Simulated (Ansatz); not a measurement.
# C4H11AlO: a ladder of functionals and wavefunction methods

One table from this session's results is given with a row withheld; the runs are named, their logs left out.

Computed with Ansatz 0.2.0, Gaussian basis. Level: functionals in def2-TZVPP, the program's frozen cores in correlated methods.

Levels to be run: LDA (SPW92), PBE-D4, revPBE-D4, BLYP-D4, r2SCAN-D4, B97M-V, PBE0-D4, B3LYP-D4, r2SCANh-D4, r2SCAN0-D4, HSE06-D4, BHLYP-D4, CAM-B3LYP-D4, LC-ωPBE, ωB97X-V, ωB97M-V, B2PLYP, PBE-QIDH; CCSD(T)/def2-SVP; MP2/def2-TZVPP; MP2/def2-QZVPP; RPA on PBE.

### Structure used throughout

The geometry comes from an earlier relaxation with PBE0-D4 in a triple-zeta def2 set; it is a stationary point, not always the lowest conformer.

SMILES `C[CH2][Al]([OH])[CH2]C`, 17 atoms, charge 0, spin multiplicity 1.

Atoms are counted from 1 here; the program's logs count them from 0.

Bond lengths: C1–C2 1.531 Å, C1–H7 1.094 Å, C1–H8 1.094 Å, C1–H9 1.093 Å, C2–Al3 1.965 Å, C2–H10 1.097 Å, C2–H11 1.099 Å, Al3–O4 1.706 Å, Al3–C5 1.957 Å, O4–H12 0.955 Å, C5–C6 1.532 Å, C5–H13 1.095 Å, C5–H14 1.098 Å, C6–H15 1.094 Å, C6–H16 1.094 Å, C6–H17 1.094 Å. Angles: C2–C1–H7 111.8°, C2–C1–H8 112.3°, C2–C1–H9 111.8°, H7–C1–H8 107.0°, H7–C1–H9 106.7°, H8–C1–H9 107.0°, C1–C2–Al3 115.1°, C1–C2–H10 110.2°, C1–C2–H11 109.5°, Al3–C2–H10 109.3°, Al3–C2–H11 107.5°, H10–C2–H11 104.7°, C2–Al3–O4 120.4°, C2–Al3–C5 123.6°, O4–Al3–C5 116.1°, Al3–O4–H12 123.1°, Al3–C5–C6 114.8°, Al3–C5–H13 108.5° and more.

The first run:

The input, in.yaml:

```yaml
crystal:
  periodic: [false, false, false]
  atoms:
    - {symbol: C, position_ang: [-1.367473, 1.709975, -0.306574]}
    - {symbol: C, position_ang: [-0.722862, 0.806799, -1.360820]}
    - {symbol: Al, position_ang: [0.873661, -0.168494, -0.761106]}
    - {symbol: O, position_ang: [2.107583, -0.567288, -1.869286]}
    - {symbol: C, position_ang: [1.150304, -0.760079, 1.083589]}
    - {symbol: C, position_ang: [-0.021028, -1.537129, 1.692402]}
    - {symbol: H, position_ang: [-0.690488, 2.507758, 0.012394]}
    - {symbol: H, position_ang: [-2.278124, 2.192448, -0.674760]}
    - {symbol: H, position_ang: [-1.641627, 1.152200, 0.593071]}
    - {symbol: H, position_ang: [-0.475811, 1.388752, -2.256883]}
    - {symbol: H, position_ang: [-1.455706, 0.063176, -1.703844]}
    - {symbol: H, position_ang: [2.082155, -0.316930, -2.791019]}
    - {symbol: H, position_ang: [2.065665, -1.360169, 1.122213]}
    - {symbol: H, position_ang: [1.356374, 0.125115, 1.700115]}
    - {symbol: H, position_ang: [0.162438, -1.807586, 2.736797]}
    - {symbol: H, position_ang: [-0.950153, -0.960180, 1.671387]}
    - {symbol: H, position_ang: [-0.214009, -2.468871, 1.152620]}
basis:
  gaussian: {orbitals: def2-TZVPP}
hamiltonian: {xc: lda}
output: {orbitals: {seedname: orbitals}}
```

Run with:

```sh
$ ansatz run in.yaml --threads 4 --pin off --events-out ev --progress --plain --max-ram 11315MiB
```

Among the steps run: LDA; PBE-D4 (GGA); revPBE-D4 (GGA); BLYP-D4 (GGA); r2SCAN-D4 (meta-GGA); B97M-V (meta-GGA); PBE0-D4 (hybrid); B3LYP-D4 (hybrid); r2SCANh-D4 (hybrid); r2SCAN0-D4 (hybrid); HSE06-D4 (hybrid); BHLYP-D4 (hybrid); CAM-B3LYP-D4 (range-separated); LC-ωPBE (range-separated); ωB97X-V (range-separated); ωB97M-V (range-separated); B2PLYP (double hybrid); PBE-QIDH (double hybrid).

One table of the session follows, with a row left open; its other results are not shown here.

It belongs to the step «Orbital energies across the functionals». 

```
  functional  HOMO (eV)  gap (eV)
 LDA (SPW92)      -5.86      4.76
      PBE-D4      -5.75      4.91
   revPBE-D4      -5.70      4.99
     BLYP-D4      -5.65      4.89
   r2SCAN-D4      -5.99      5.51
      B97M-V      -6.08      5.37
     PBE0-D4      -7.00      6.93
    B3LYP-D4      -6.81      6.50
  r2SCANh-D4          ?         ?
  r2SCAN0-D4      -7.16      7.30
    HSE06-D4      -6.60      6.16
    BHLYP-D4      -8.18      8.83
CAM-B3LYP-D4      -8.37      9.18
     LC-ωPBE      -9.70     11.67
     ωB97X-V      -9.35     11.13
     ωB97M-V      -9.21     10.64
```

Q: Estimate the row for r2SCANh-D4 from the others.

Worked estimate for «HOMO (eV)». Against the share of exact exchange, r2SCAN-D4 (0, -5.99), r2SCAN0-D4 (0.25, -7.16) give a slope of -4.68 per unit share; at 0.1 the line stands at -6.46.

As computed: HOMO (eV): -6.46; gap (eV): 6.23. In «HOMO (eV)» the line misses by 0.00.
